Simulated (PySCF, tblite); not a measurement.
# C6H15BN2O: geometry, infrared bands and NMR shifts

Wanted: the infrared bands and NMR shifts of C6H15BN2O (`CC[C@H](C)OB1NCCN1`), by calculation.

Computed with tblite 0.8.0 and PySCF 2.14.0, with density-fitted response routines of our own, on a single molecule in the gas phase. Atoms are numbered from 0 throughout.

### 1 Starting geometry

25 atoms, charge 0, multiplicity 1; geometry from: force field or distance geometry start.

Bonds of the start (Å): C0–C1 1.53, C1–C2 1.55, C2–C3 1.53, C2–O4 1.41, O4–B5 1.48, B5–N6 1.51, N6–C7 1.46, C7–C8 1.55, C8–N9 1.47, N9–B5 1.51, C0–H10 1.10, C0–H11 1.10, C0–H12 1.13, C1–H13 1.10, C1–H14 1.12, C2–H15 1.11, C3–H16 1.11, C3–H17 1.10, C3–H18 1.12, N6–H19 1.04, C7–H20 1.11, C7–H21 1.11, C8–H22 1.10, C8–H23 1.11, N9–H24 1.04.

### 2 Geometry optimisation with GFN2-xTB

The job: settings as JSON, then the geometry in Å.

```
{"job": {"kind": "relax", "xc": "GFN2-xTB", "basis": "xTB"}, "charge": 0, "multiplicity": 1}
C     -2.425300     1.646700     1.082000
C     -2.642300     0.279800     0.437100
C     -1.315200    -0.289900    -0.119800
C     -1.598500    -1.605900    -0.850700
O     -0.421400    -0.505400     0.954800
B      0.964600    -0.262900     0.512000
N      1.634900     1.085500     0.658000
C      3.022100     0.769000     0.312800
C      3.064100    -0.623300    -0.367500
N      1.846800    -1.363600    -0.013000
H     -1.730900     1.580800     1.936000
H     -2.039100     2.363600     0.335700
H     -3.411400     2.033900     1.468100
H     -3.384100     0.373800    -0.370400
H     -3.049700    -0.412100     1.213900
H     -0.963100     0.453800    -0.870300
H     -0.659600    -1.999700    -1.288800
H     -2.338300    -1.472100    -1.658300
H     -1.990800    -2.365200    -0.121600
H      1.234300     1.698300    -0.075500
H      3.442200     1.549200    -0.357200
H      3.623100     0.741300     1.240600
H      3.094900    -0.482300    -1.460200
H      3.966000    -1.185600    -0.064400
H      2.065700    -1.983400     0.796700
```

Started as:

```
OMP_NUM_THREADS=1 python probes_run.py task.json out
```

This one command runs all jobs of the session in turn.

**Question.** This job is followed by: GFN2-xTB harmonic vibrations, gas phase; GIAO PBE0/pcSseg-1 NMR shielding, non-relativistic, gas phase. Predict these results of the whole session: strongest single infrared mode (GFN2-xTB); zero-point energy (GFN2-xTB); 13C shifts against TMS (PBE0/pcSseg-1, means over atoms taken as alike); 1H shifts against TMS (PBE0/pcSseg-1, means over atoms taken as alike); 17O shifts against H2O (PBE0/pcSseg-1); 11B shifts against BF3·OEt2 (PBE0/pcSseg-1); 15N shifts against NH3 (PBE0/pcSseg-1, means over atoms taken as alike).

As calculated:

| quantity | value |
| --- | --- |
| strongest single infrared mode (GFN2-xTB) | 1434 cm⁻¹, 533 km/mol |
| zero-point energy (GFN2-xTB) | 135.4 kcal/mol |
| 13C shifts against TMS (PBE0/pcSseg-1, means over atoms taken as alike) | 76.6, 46.4, 36.8, 26.8, 14.1 ppm |
| 1H shifts against TMS (PBE0/pcSseg-1, means over atoms taken as alike) | 3.65, 3.58, 3.49, 1.41, 1.32, 1.25, 1.23, 1.03 ppm |
| 17O shifts against H2O (PBE0/pcSseg-1) | 101.4 ppm |
| 11B shifts against BF3·OEt2 (PBE0/pcSseg-1) | 21.8 ppm |
| 15N shifts against NH3 (PBE0/pcSseg-1, means over atoms taken as alike) | 54.9 ppm |

What this shows: Over 168 steps the energy fell by 1.590 eV; of the close pairs, O4–B5 changed most, 1.475 to 1.358 Å. No mode is imaginary among the 69: a minimum at this level. The strongest single mode, at 1434 cm⁻¹, has its largest shares on B5, N9 and N6 (the list is cut at 3 atoms). GFN2-xTB is a fitted tight-binding method: band positions and strengths are rough. Its intensities can rank the bands wrongly. At PBE0/pcSseg-1: The widest tensor belongs to O4: span 134 ppm, with a paramagnetic part of -164 ppm.
